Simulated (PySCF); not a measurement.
# Br5Cu ([CuBr5]2-): the cost of one run

Programs: PySCF 2.14.0, with routines of our own; each step states its level. All values are computed. Atoms count from 0.

## (1) The system as given

6 atoms, charge -2, states of the metal's open shell are computed; geometry from: model geometry, bond lengths from ionic radii.

## (2) Ligand-field states: state-averaged CASSCF in water

The job: settings as JSON, then the geometry in Å.

```
{"job": {"kind": "lf", "basis": {"metal": "x2c-TZVPall", "ligand": "x2c-SVPall"}, "nevpt": true, "solvent": "water"}, "charge": -2, "metal": "Cu", "open_shell": "d8"}
Cu     0.000000     0.000000     0.000000
Br     0.000000     0.000000     2.340000
Br     2.304450     0.000000    -0.406337
Br    -2.304450     0.000000    -0.406337
Br     0.000000     2.304450    -0.406337
Br    -0.000000    -2.304450    -0.406337
```

Level: state-averaged CASSCF of the metal d shell, SC-NEVPT2 on the averaged canonical orbitals, state-interaction spin-orbit coupling.

Started as:

```console
$ OMP_NUM_THREADS=1 python lf_run.py task.json out
```

This one command runs all jobs of the session in turn.

**Question.** How long does this first job take on 1 thread of Arm Neoverse V1, shared host, and how much memory does it need?

About 57 s, with a peak of 0.65 GiB.
